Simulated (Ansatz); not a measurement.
**Hg2I2 in a box, plane waves**

Ansatz 0.2.0, DFT PBE, spin-orbit coupling, plane waves, PAW, molecule in a box. The geometry was relaxed with Gaussian bases (r2SCAN; Hg def2-SVP with ECP60, I def2-SVP with ECP28).

```yaml
crystal:
  lattice:
    - [14.25, 0.0, 0.0]
    - [0.0, 9.0, 0.0]
    - [0.0, 0.0, 12.42]
  atoms:
    - { symbol: Hg, position: [0.49983088, 0.5, 0.63762882] }
    - { symbol: Hg, position: [0.49983088, 0.5, 0.37129469] }
    - { symbol: I, position: [0.68387158, 0.5, 0.36231884] }
    - { symbol: I, position: [0.31578947, 0.5, 0.36231884] }
basis:
  ecutwfc: 420
  ecutrho_ratio: 4
kpoints:
  mp_grid: { grid: [1, 1, 1] }
hamiltonian:
  xc: pbe
scf:
  occupations: { method: gaussian, width: 0.01 }
output:
  forces: true
  eigenvalues: true
  populations: true
  write_density: true
  write_potential: true
  elf: true
  volumetric_format: npy
magnetization:
  noncollinear: true
  spin_orbit: true
```

Command:
```sh
ansatz run input.yaml --threads 2 --pin off --max-ram 5120MiB --backend cpu --events-out ev --progress --plain --runs-dir out
```
It took 28 s on 2 threads of Arm Neoverse V2, with other jobs on the host, peak memory 2.3 GiB.

Question: How does the SCF go?

Answer: 
```
SCF iter   1: F=—  HF=-42741.160710 eV  |F-HF|=—  |Δ(HF+E_count)|=         —  Δρ=7.08e-3
preconditioner: auto → Resta (q_TF=auto, 1.636 Å⁻¹)  ε∞=1.4  [insulator: Δε(μ)=3.232 eV  Ē_g=8.927 eV  σ=0.010 eV  W_gap=1.00  n_s
spin=Noncollinear: Resta preconditioning applied to the charge; magnetization (m_x, m_y, m_z) channels mix plain (no charge-respon
SCF iter   2: F=—  HF=-42740.622840 eV  |F-HF|=—  |Δ(HF+E_count)|=   5.38e-1  Δρ=3.58e-3
SCF iter   3: F=—  HF=-42740.539028 eV  |F-HF|=—  |Δ(HF+E_count)|=   8.38e-2  Δρ=1.76e-3
SCF iter   4: F=—  HF=-42740.528471 eV  |F-HF|=—  |Δ(HF+E_count)|=   1.06e-2  Δρ=4.21e-4
SCF iter   5: F=—  HF=-42740.528395 eV  |F-HF|=—  |Δ(HF+E_count)|=   7.60e-5  Δρ=1.34e-4
SCF iter   6: F=—  HF=-42740.528384 eV  |F-HF|=—  |Δ(HF+E_count)|=   1.13e-5  Δρ=3.46e-5
SCF iter   7: F=—  HF=-42740.528641 eV  |F-HF|=—  |Δ(HF+E_count)|=   2.57e-4  Δρ=6.37e-6
SCF iter   8: F=-42740.528641 eV  HF=-42740.528641 eV  |F-HF|=1.38e-8  |Δ(HF+E_count)|=   1.54e-7  Δρ=1.98e-6
```

Question: Which levels lie next to the highest filled one (eV, counted from it)?

Answer: Filled: -1.17, -1.17, -0.74, -0.74, -0.63, -0.63, -0.22, -0.22, 0.00, 0.00. Empty: 2.68, 2.68, 4.07, 4.07, 4.30, 4.30, 4.97, 4.97.

Question: What forces are left at this geometry, relaxed with Gaussian bases (eV/Å)?

Answer: 
```
Hg   0.00  0.00  0.02
Hg   0.00  0.00  0.01
I   -0.18  0.00 -0.01
I    0.18  0.00 -0.01
```

The highest of the empty levels listed lie near the vacuum level and may be states of the box.

The forces come from the other functional as well as from the basis.

No frequency check is given that shows the relaxed geometry to be a minimum.
